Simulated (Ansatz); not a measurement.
# BGaH₄SSe: small, medium and large basis sets

One table from this session's results is given with a row withheld; the runs are named, their logs left out.

Method: one geometry, several basis sets; program: Ansatz 0.2.0, Gaussian basis.

The runs, in order: PBE0-D4/def2-SVP; ωB97M-V/def2-SVP; PBE0-D4/def2-QZVPP; ωB97M-V/def2-QZVPP; the functionals' def2-TZVPP values are taken from earlier runs.

**The geometry**

All runs share one geometry, relaxed beforehand with PBE0-D4 in a triple-zeta def2 set.

SMILES `[SH][GaH][BH][SeH]`, 8 atoms, charge 0, spin multiplicity 1.

Atoms are counted from 1 here; the program's logs count them from 0.

Bond lengths: S1–Ga2 2.211 Å, S1–H5 1.343 Å, Ga2–B3 2.075 Å, Ga2–H6 1.567 Å, B3–Se4 1.897 Å, B3–H7 1.193 Å, Se4–H8 1.474 Å. Angles: Ga2–S1–H5 95.4°, S1–Ga2–B3 116.3°, S1–Ga2–H6 114.8°, B3–Ga2–H6 128.9°, Ga2–B3–Se4 119.5°, Ga2–B3–H7 122.6°, Se4–B3–H7 117.9°, B3–Se4–H8 99.1°.

The first run:

The input, in.yaml:

```yaml
crystal:
  periodic: [false, false, false]
  atoms:
    - {symbol: S, position_ang: [-0.468251, 1.636629, -1.934270]}
    - {symbol: Ga, position_ang: [0.357601, 1.016595, 0.020540]}
    - {symbol: B, position_ang: [0.311311, -1.015924, 0.436810]}
    - {symbol: Se, position_ang: [-1.342427, -1.848164, 0.851351]}
    - {symbol: H, position_ang: [-0.203453, 2.943149, -1.773984]}
    - {symbol: H, position_ang: [0.916642, 2.188151, 0.898268]}
    - {symbol: H, position_ang: [1.291217, -1.696361, 0.428054]}
    - {symbol: H, position_ang: [-0.862650, -3.224074, 1.073252]}
basis:
  gaussian: {orbitals: def2-SVP}
hamiltonian: {xc: pbe0, dispersion: d4}
output: {orbitals: {seedname: orbitals}}
```

Command:

```sh
> ansatz run in.yaml --threads 4 --pin off --events-out ev --progress --plain --max-ram 10444MiB
```

Among the steps run: PBE0-D4 in def2-SVP; ωB97M-V in def2-SVP; PBE0-D4 in def2-QZVPP; ωB97M-V in def2-QZVPP.

One table of the session follows, with a row left open; its other results are not shown here.

It belongs to the step «Functionals by basis». 

| functional | basis | HOMO (eV) | LUMO (eV) |
| --- | --- | --- | --- |
| PBE0-D4 | def2-SVP | -7.42 | -1.97 |
| PBE0-D4 | def2-TZVPP | -7.53 | -2.07 |
| PBE0-D4 | def2-QZVPP | ? | ? |
| ωB97M-V | def2-SVP | -9.56 | -0.04 |
| ωB97M-V | def2-TZVPP | -9.71 | -0.20 |
| ωB97M-V | def2-QZVPP | -9.73 | -0.26 |

Q: Estimate the row for PBE0-D4, def2-QZVPP from the others.

As computed: HOMO (eV): -7.55; LUMO (eV): -2.10. In the column «HOMO (eV)» it lies between ωB97M-V, def2-SVP (-9.56) and PBE0-D4, def2-TZVPP (-7.53).
